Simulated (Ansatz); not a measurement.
This geometry of a periodic cell of 21 atoms, H4WC16 (surface C(111), underside capped with H, adsorbate W) is a first-order saddle point. Atoms 1 to 12 are held.

Theory: Ansatz 0.2.0, DFT PBE, scalar-relativistic, plane waves, PAW. Settings: PAW set soft_1, cutoff 420 eV, k mesh 3x3x1, gaussian smearing 0.02 eV, no spin polarisation.

```xyz
21
Lattice="5.0487 0.0000 0.0000 2.5244 4.3723 0.0000 0.0000 0.0000 14.6764" Properties=species:S:1:pos:R:3
H 1.262 0.729 1.000
H 3.787 0.729 1.000
H 2.524 2.915 1.000
H 5.049 2.915 1.000
C 1.262 0.729 2.100
C 3.787 0.729 2.100
C 2.524 2.915 2.100
C 5.049 2.915 2.100
C 0.000 1.457 2.615
C 2.524 1.457 2.615
C 1.262 3.644 2.615
C 3.787 3.644 2.615
C 0.014 1.447 4.188
C 2.509 1.447 4.188
C 1.261 3.601 4.129
C 3.786 3.575 4.282
C 0.031 -0.009 4.655
C 2.493 -0.009 4.655
C 1.262 2.211 4.645
C 3.786 2.078 4.713
W 6.311 4.357 6.196
```

Problem. Which two structures does it join? (They come from a converged band through this point; their orientation in space is the band's.)

Solution. Contacts lost: C19–W21. Contacts made: C20–W21. The atom that moves furthest is W21, by 1.53 Å.

Initial state:

```xyz
21
Lattice="5.0487 0.0000 0.0000 2.5244 4.3723 0.0000 0.0000 0.0000 14.6764" Properties=species:S:1:pos:R:3
H 1.262 0.729 1.000
H 3.787 0.729 1.000
H 2.524 2.915 1.000
H 5.049 2.915 1.000
C 1.262 0.729 2.100
C 3.787 0.729 2.100
C 2.524 2.915 2.100
C 5.049 2.915 2.100
C 0.000 1.457 2.615
C 2.524 1.457 2.615
C 1.262 3.644 2.615
C 3.787 3.644 2.615
C -0.017 1.464 4.231
C 2.542 1.464 4.231
C 1.262 3.644 4.097
C 3.787 3.643 4.228
C -0.014 0.000 4.679
C 2.539 0.000 4.679
C 1.262 2.174 4.672
C 3.787 2.203 4.670
W 6.311 3.570 6.195
```

Final state:

Only the atoms that move by more than 0.05 Å are listed.
```
C13 0.024 1.471 4.165
C14 2.500 1.471 4.164
C15 1.262 3.615 4.164
C16 3.787 3.644 4.301
C19 1.262 2.186 4.595
W21 6.310 5.100 6.146
```

Problem. How far does it lie above each of them?

Solution. 0.245 eV above the first and 0.251 eV above the second. This is the barrier of this one path; another mechanism may lie lower. Limits of this set-up: coarse k mesh, thin slab, slab without dipole correction.

Time of the run: 7.2 min on 1 thread of Arm Neoverse V1, with other jobs on the host, peak memory 0.65 GiB.
